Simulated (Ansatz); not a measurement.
CsBa3 in Ansatz: convergence with smearing width

The system is CsBa3.

```
CELL_PARAMETERS angstrom
0.00000 5.22128 5.22128
5.22128 0.00000 5.22128
5.22128 5.22128 0.00000
ATOMIC_POSITIONS crystal
Ba 0.50123 0.49717 0.49677
Ba 0.75905 0.74604 0.75630
Ba 0.25195 0.25099 0.24578
Cs 0.00847 0.00036 0.99270
```

The cell comes from a database or a generator and needn't be the stable form of this composition.

The cell isn't the ideal one: atoms moved at random, drawn with an rms of 0.05 Å.

```yaml
Program: Ansatz 0.2.0
Task: convergence study
Functional: PBE
Potentials_or_basis: Ansatz PAW earlier set
Cutoff: 650 eV
Density_cutoff: 2600 eV
k_mesh: 3 × 3 × 3
Occupations: methfessel-paxton, width 0.3 eV
Spin: no spin polarisation
```

These are the settings of the first run; the series varies smearing width, with any setting tied to it.

Hardware: 2 threads of Arm Neoverse V2, on a shared host.

Question: The values tried are 0.3 eV, 0.2 eV, 0.15 eV, 0.1 eV, 0.05 eV, 0.025 eV, 0.01 eV, 0.005 eV, loosest first. From which on does the energy stay within 1 meV/atom of the tightest run that finished?

Answer: From 0.05 eV on.

```tsv
smearing width	energy less the tightest run, at zero smearing (meV/atom)	largest force (eV/Å)	SCF cycles	CPU time (s)	peak memory (GiB)
0.3 eV	-2.37	0.095	8	32	0.69
0.2 eV	-2.20	0.095	8	24	0.66
0.15 eV	-2.53	0.096	8	24	0.66
0.1 eV	-1.91	0.097	8	24	0.66
0.05 eV	-0.76	0.096	9	24	0.66
0.025 eV	-0.28	0.093	9	25	0.66
0.01 eV	-0.04	0.088	10	25	0.66
0.005 eV	0.00	0.085	10	25	0.66
```

Against the tightest run, the largest force stays within 0.005 eV/Å from 0.01 eV on. Narrower smearing needs a denser k mesh, so at a fixed mesh the narrowest width isn't the most accurate. The tightest run that finished is the yardstick and may itself not be fully converged.

Spin-orbit coupling is left out, which matters for the levels of Ba, Cs.
